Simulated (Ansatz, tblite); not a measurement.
# The cluster Mg₂F₅−: rung by rung

The task here is to estimate one member of a computed series from the others.

Method: as each input shows; program: Ansatz 0.2.0, Gaussian basis.

The runs, in order: GFN1-xTB, GFN2-xTB, PBE-D4/def2-TZVPD, r2SCAN-D4/def2-TZVPD, BLYP-D4/def2-TZVPD, PBE-QIDH/def2-TZVPD, revPBE-D4/def2-TZVPD, CCSD(T)/def2-SVPD, MP2/def2-TZVPD.

4 further runs of the same task are left out: 4 set aside as unsound or not needed. Runs told in other sessions of the task aren't counted.

## The geometry

The singlet was relaxed beforehand with PBE-D4/def2-SVPD. At that level it is the lowest of the isomers that a small search found.

7 atoms, charge -1, spin multiplicity 1.

Bond lengths: Mg1–F3 1.980 Å, Mg1–F4 1.980 Å, Mg1–F5 1.980 Å, Mg1–F7 1.826 Å, Mg2–F3 1.980 Å, Mg2–F4 1.980 Å, Mg2–F5 1.980 Å, Mg2–F6 1.826 Å. Angles: F3–Mg1–F4 82.8°, F3–Mg1–F5 82.8°, F3–Mg1–F7 130.3°, F4–Mg1–F5 82.8°, F4–Mg1–F7 130.2°, F5–Mg1–F7 130.2°, F3–Mg2–F4 82.8°, F3–Mg2–F5 82.8°, F3–Mg2–F6 130.2°, F4–Mg2–F5 82.8°, F4–Mg2–F6 130.2°, F5–Mg2–F6 130.2°, Mg1–F3–Mg2 80.5°, Mg1–F4–Mg2 80.5°, Mg1–F5–Mg2 80.5°.

The ion is computed in the gas phase, without counter-ions or solvent.

PBE0-D4/def2-TZVPD was run before; its log isn't repeated, and its numbers join the tables.

The first run:

Tight binding, by tblite at 300 K electronic temperature and without a spin-polarisation term:

```python
tblite.interface.Calculator('GFN1-xTB', numbers, positions, charge=-1, uhf=0).singlepoint()
```

Tight binding, by tblite at 300 K electronic temperature and without a spin-polarisation term:

```python
tblite.interface.Calculator('GFN2-xTB', numbers, positions, charge=-1, uhf=0).singlepoint()
```

start.molden holds the orbitals of an earlier run on this state, given as this run's starting guess.

Contents of in.yaml:

```yaml
crystal:
  periodic: [false, false, false]
  atoms:
    - {symbol: Mg, position_ang: [0.981463, 0.347545, -0.742639]}
    - {symbol: Mg, position_ang: [-0.981513, -0.347499, 0.742574]}
    - {symbol: F, position_ang: [-0.966207, 0.389310, -1.094840]}
    - {symbol: F, position_ang: [0.421073, 1.018933, 1.033562]}
    - {symbol: F, position_ang: [0.545025, -1.408167, 0.061191]}
    - {symbol: F, position_ang: [-2.382670, -0.843975, 1.802641]}
    - {symbol: F, position_ang: [2.382840, 0.843852, -1.802490]}
basis:
  gaussian: {orbitals: def2-TZVPD, initial_orbitals: start.molden}
total_charge: -1
hamiltonian: {xc: pbe, dispersion: d4}
scf: {omitted_lower_state_checks: [starts]}
output: {forces: true, orbitals: {seedname: orbitals}}
```

Started as:

```sh
$ ansatz run in.yaml --threads 4 --pin off --events-out ev --progress --plain --max-ram 4787MiB
```

Steps of the session up to this table: PBE-D4/def2-TZVPD; r2SCAN-D4/def2-TZVPD; BLYP-D4/def2-TZVPD; PBE-QIDH/def2-TZVPD; revPBE-D4/def2-TZVPD; CCSD(T)/def2-SVPD; MP2/def2-TZVPD.

One of the session's tables, all rows but one given; the rest of the session is left out.

It belongs to the step «Levels side by side». 

| level | HOMO (eV) | LUMO (eV) | gap (eV) |
| --- | --- | --- | --- |
| PBE-D4/def2-TZVPD | -3.60 | 2.42 | 6.02 |
| revPBE-D4/def2-TZVPD | -3.49 | 2.46 | 5.95 |
| BLYP-D4/def2-TZVPD | -3.57 | 2.42 | 6.00 |
| r2SCAN-D4/def2-TZVPD | -3.98 | 2.98 | 6.96 |
| PBE0-D4/def2-TZVPD | ? | ? | ? |

**Question.** Estimate the row for PBE0-D4/def2-TZVPD.

As computed: HOMO (eV): -5.52; LUMO (eV): 3.05; gap (eV): 8.57. In the column «HOMO (eV)» it is the lowest.
